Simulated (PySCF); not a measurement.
# CH6BFGe: the cost of one run

The runs use PySCF 2.14.0, with density-fitted response routines of our own; the level of theory stands in each step. All values are computed, except where a source is named. Atoms count from 0, in the outputs and in this text.

## 1. The starting structure

10 atoms, charge 0, multiplicity 1; geometry from: GFN2-xTB. The atoms were then displaced at random by about 0.01 Å, so the start is not that level's minimum.

Bonds of the start (Å): C0–B1 1.56, B1–F2 1.33, B1–Ge3 2.06, C0–H4 1.11, C0–H5 1.06, C0–H6 1.09, Ge3–H7 1.49, Ge3–H8 1.49, Ge3–H9 1.46.

## 2. Optimising the geometry at PBE0-D3(BJ)/def2-SVP

The job: settings as JSON, then the geometry in Å.

```
{"job": {"xc": "PBE0", "basis": "def2-SVP", "d3": "d3bj", "grid": 1, "shake": 0.01, "kind": "geom"}, "charge": 0, "multiplicity": 1}
C     -1.591050    -0.122440     0.131930
B     -0.267650     0.630730    -0.203220
F     -0.337450     1.874760    -0.655700
Ge     1.615600    -0.188940    -0.022330
H     -2.433470     0.577460     0.338390
H     -1.516940    -0.802170     0.944370
H     -1.902130    -0.682190    -0.744880
H      2.340800     0.251390     1.198460
H      1.606910    -1.676690     0.106020
H      2.535810     0.117180    -1.114080
```

Launch:

```console
$ OMP_NUM_THREADS=1 python probes_run.py task.json out
```

The driver reads the jobs from task.json and runs them one after another.

Q: Estimate the wall time and peak memory of this first job on 1 thread of Arm Neoverse V2, shared host.

About 15 s, with a peak of 0.41 GiB.
